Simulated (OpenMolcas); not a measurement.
# B2O2 (SMILES O=BB=O): M06-2X/aug-cc-pVDZ

We compute energy and forces of B2O2. 

The results are computed with OpenMolcas 26.06.

## (1) The structure to begin with

The species is B2O2 (4 atoms), meant as a singlet with charge 0. As SMILES, `O=BB=O`. Geometry: relaxed at PBE0-D4/def2-TZVP.

Bond lengths: O1–B2 1.197 Å, B2–B3 1.640 Å, B3–O4 1.197 Å. Angles: O1–B2–B3 180.0°, B2–B3–O4 180.0°.

## (2) Energy and gradient at M06-2X/aug-cc-pVDZ

test.input reads:

```
* B2O2 Kohn-Sham DFT
>>> EXPORT MOLCAS_PRINT=2

&gateway
  baslib
  $CurrDir
  basisset
  O.aug-cc-pVDZ....
  O1 -0.743090 0.459760 1.817650 angstrom
  O4 0.743230 -0.459920 -1.817550 angstrom
  End of Basis
  basisset
  B.aug-cc-pVDZ....
  B2 -0.302300 0.187070 0.739120 angstrom
  B3 0.302150 -0.186920 -0.739220 angstrom
  End of Basis

&seward
  gridinput
  Grid=UltraFine
  End of Grid

&scf
  ksdft
  M062X
  thresholds
  1e-10 1e-07 1e-07 1e-05
  prorbitals
  1 2

&alaska
```

The basis set aug-cc-pVDZ is read from a file made from the Basis Set Exchange's data (not shown).

Command:

```
$ export MOLCAS_MEM=1860
$ pymolcas test.input > test.log
```

**Question.** What will come out? Wanted: total energy; dipole moment; HOMO energy; LUMO energy; HOMO–LUMO gap; largest force on an atom.

Computed results:

At M06-2X/aug-cc-pVDZ:

| quantity | value |
| --- | --- |
| total energy | -200.19440 Eh |
| dipole moment | 0.00 D |
| HOMO energy | -12.53 eV |
| LUMO energy | -1.46 eV |
| HOMO–LUMO gap | 11.07 eV |
| largest force on an atom | 0.155 eV/Å |

Mulliken charges run from -0.21 on O1 to +0.21 on B2; in a basis this large or diffuse they mean little.
